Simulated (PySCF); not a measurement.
# InH₃: singlet, from a PBE0 minimum start

Where does singlet InH₃ go from a PBE0 minimum start, is the end point a minimum, and what are its modes, charges and moments?

Method: PBE0, basis In x2c-TZVPall, H x2c-TZVPall, spin-free X2C, no spin–orbit coupling, density fitting; program: PySCF 2.14.0.

## Step 1: Starting geometry

4 atoms, charge 0, spin multiplicity 1.

Bond lengths: In1–H2 1.728 Å, In1–H3 1.728 Å, In1–H4 1.728 Å. Angles: H2–In1–H3 120.0°, H2–In1–H4 120.0°, H3–In1–H4 120.0°.

Coordinates in bohr (charge 0 multiplicity 1):
```
In    0.0000    0.0000    0.0000
H     0.0001    0.0000    3.2651
H     2.8276    0.0000   -1.6327
H    -2.8277    0.0000   -1.6325
```

## Step 2: First SCF at the start

One driver script runs all steps and calls PySCF; scf.py shows how it sets up the SCF of each step. The optimiser is the driver's own. After this first run the driver tries any further starts and a stability analysis.

Contents of scf.py:

```python
from pyscf import gto, scf, dft
mol = gto.M(atom='''
In    -0.000000     0.000000    -0.000000
H      0.000054    -0.000000     1.727832
H      1.496319    -0.000000    -0.863963
H     -1.496374     0.000000    -0.863869''',
    basis={'In': 'x2c-TZVPall', 'H': 'x2c-TZVPall'},
    nucmod='G',
    charge=0, spin=0)
mf = dft.RKS(mol, xc='PBE0')
mf.grids.atom_grid = (50, 194)
aux = {'In': 'AutoAux', 'H': 'AutoAux'}  # AutoAux: made from the orbital basis by basis_set_exchange (get_aux=1)
mf = mf.density_fit(auxbasis=aux).sfx2c1e()
mf.conv_tol = 1e-08
mf.diis_space = 10
mf.max_cycle = 60
mf.init_guess = 'minao'
mf.verbose = 4
mf.kernel()
```

Started as:

```
$ OMP_NUM_THREADS=2 python axn.py task.json out
```

The log of the run:

```text
init E= -5882.17838925933
  HOMO = -0.303499062139789  LUMO = -0.0844508163446704  gap/eV = 5.96061
cycle= 1 E= -5882.34095810287  delta_E= -0.163  |g|= 0.241  |ddm|= 1.63
  HOMO = -0.299536491282596  LUMO = -0.079847832207065  gap/eV = 5.97803
cycle= 2 E= -5882.34350122138  delta_E= -0.00254  |g|= 0.247  |ddm|= 0.451
  HOMO = -0.297220257078847  LUMO = -0.0697121344591665  gap/eV = 6.19081
cycle= 3 E= -5882.35114723535  delta_E= -0.00765  |g|= 0.0149  |ddm|= 0.212
  HOMO = -0.300650828888016  LUMO = -0.0694762062151995  gap/eV = 6.29058
cycle= 4 E= -5882.35118889727  delta_E= -4.17e-05  |g|= 0.003  |ddm|= 0.0184
  HOMO = -0.300623986288114  LUMO = -0.0697631505785239  gap/eV = 6.28204
cycle= 5 E= -5882.35119127182  delta_E= -2.37e-06  |g|= 0.000331  |ddm|= 0.00499
  HOMO = -0.300532641522671  LUMO = -0.0696982200346525  gap/eV = 6.28132
cycle= 6 E= -5882.35119129312  delta_E= -2.13e-08  |g|= 9.53e-06  |ddm|= 0.000442
  HOMO = -0.300537154551729  LUMO = -0.0697022308380042  gap/eV = 6.28134
cycle= 7 E= -5882.35119129316  delta_E= -3.27e-11  |g|= 5.99e-07  |ddm|= 2.2e-05
  HOMO = -0.300537001260037  LUMO = -0.0697020740233967  gap/eV = 6.28134
Extra cycle  E= -5882.35119129316  delta_E= -4.55e-12  |g|= 6.85e-07  |ddm|= 1.5e-06
converged SCF energy = -5882.35119129316
```

This step, with its further starts and checks, needed 4.9 s of wall time on 2 threads of Arm Neoverse N1, shared host.

No lower closed-shell solution turned up in the test of internal stability.

## Step 3: PBE0 minimum start, singlet: relaxation

The program finds D3h symmetry in the start, which this walk keeps. Threshold on the gradient: 0.0003 Eh/bohr, with a further test on the energy change.

Edit scf.py of step 2 so:

```diff
@@ -3,3 +3,3 @@
-In    -0.000000     0.000000    -0.000000
-H      0.000054    -0.000000     1.727832
-H      1.496319    -0.000000    -0.863963
+In     0.000000     0.000000     0.000000
+H      0.000054     0.000000     1.727832
+H      1.496319     0.000000    -0.863963
@@ -17 +16,0 @@
-mf.init_guess = 'minao'
```

Steps of the walk:

```
step   energy (Eh)  change (kJ/mol)  largest symmetric gradient (Eh/bohr)
   0  -5882.351191             0.00                               0.00004
```

The walk took 2.5 s.

It settles in D3h symmetry, 0.0 kJ/mol below the start, after 0 steps: In–H 1.728 Å (×3); H–In–H 120.0° (×3).

## Step 4: Hessian and properties

The point is checked on the finer grid, and tightened if its gradient asks for it. The Hessian and the dipole derivatives come from central differences of analytic gradients, with steps of 0.02 bohr.

Edit scf.py of step 3 so:

```diff
@@ -11 +11 @@
-mf.grids.atom_grid = (50, 194)
+mf.grids.atom_grid = (75, 302)
@@ -14 +14 @@
-mf.conv_tol = 1e-08
+mf.conv_tol = 1e-10
```

The driver hands on the density of the step before, so the log starts near convergence.

Log of the central SCF (cycles and frontier levels):

```text
init E= -5882.3429308358
  HOMO = -0.300534747354371  LUMO = -0.0697010295826033  gap/eV = 6.28131
cycle= 1 E= -5882.3429308358  delta_E= 1.82e-12  |g|= 1.4e-06  |ddm|= 2.24e-06
  HOMO = -0.300534704009398  LUMO = -0.0697009150118504  gap/eV = 6.28131
Extra cycle  E= -5882.3429308358  delta_E= 4.55e-12  |g|= 1.57e-06  |ddm|= 2.31e-06
converged SCF energy = -5882.3429308358
```

The whole step took 24 s.

Geometry: D3h; In–H 1.728 Å (×3); H–In–H 120.0° (×3).

Modes, for the most abundant isotopes:

```
symmetry  ω (cm⁻¹)  IR (km/mol)  μ (u)     type
      e'       606          337   1.02     bend
    a2''       622          188   1.03     bend
      e'      1815          612   1.02  stretch
     a1'      1821          0.0   1.01  stretch
```

Every mode is real; the point is a minimum.

Properties at this point:

```
Dipole moment                                                   : 0.00 D
Highest occupied level                                          : -8.18 eV
Lowest empty level                                              : -1.90 eV
Rotational constants                                            : 3.735, 3.735, 1.868 cm⁻¹
Zero-point energy                                               : 43.6 kJ/mol
Principal polarisabilities                                      : 28.7, 42.7, 42.7 bohr³
Principal traceless quadrupole moments about the centre of mass : -3.51, -3.51, 7.01 D Å
Entropy at 298.15 K and 1 bar                                   : 229.1 J/(mol K)
Heat capacity Cp at 298.15 K                                    : 46.2 J/(mol K)
Enthalpy at 298.15 K above 0 K                                  : 11.14 kJ/mol
Rotational symmetry number                                      : 6
```

Charges (e) and bond orders:

```json
{"atom": "In1", "Mulliken": "0.33", "Löwdin": "0.41", "polar tensor": "1.03", "Mayer order to In1": "–"}
{"atom": "H2,3,4", "Mulliken": "-0.11", "Löwdin": "-0.14", "polar tensor": "-0.34", "Mayer order to In1": "0.93"}
```

Mulliken populations on In1: s 9.26, p 19.36, d 20.04, f 0.02.

## Step 5: Outcome

```
                            quantity                                        value
                             minimum                                 singlet, D3h
                            geometry        In–H 1.728 Å (×3); H–In–H 120.0° (×3)
                  wavenumbers (cm⁻¹)  606 (e'), 622 (a2''), 1815 (e'), 1821 (a1')
                       dipole moment                                       0.00 D
highest occupied, lowest empty level                              -8.18, -1.90 eV
          polar-tensor charge of In1                                      +1.03 e
                   zero-point energy                                  43.6 kJ/mol
                 entropy at 298.15 K                              229.1 J/(mol K)
```

What this shows: The molecule stays D3h, as typed, and the end point is a minimum. In the infrared the band at 1815 cm⁻¹ (e', stretch) leads. The dipole vanishes although In1 carries +1.0 e by the polar tensor: the bond dipoles cancel. Only this shape and spin were tried, so other structures or states may lie lower.

The search up to here took 31 s.
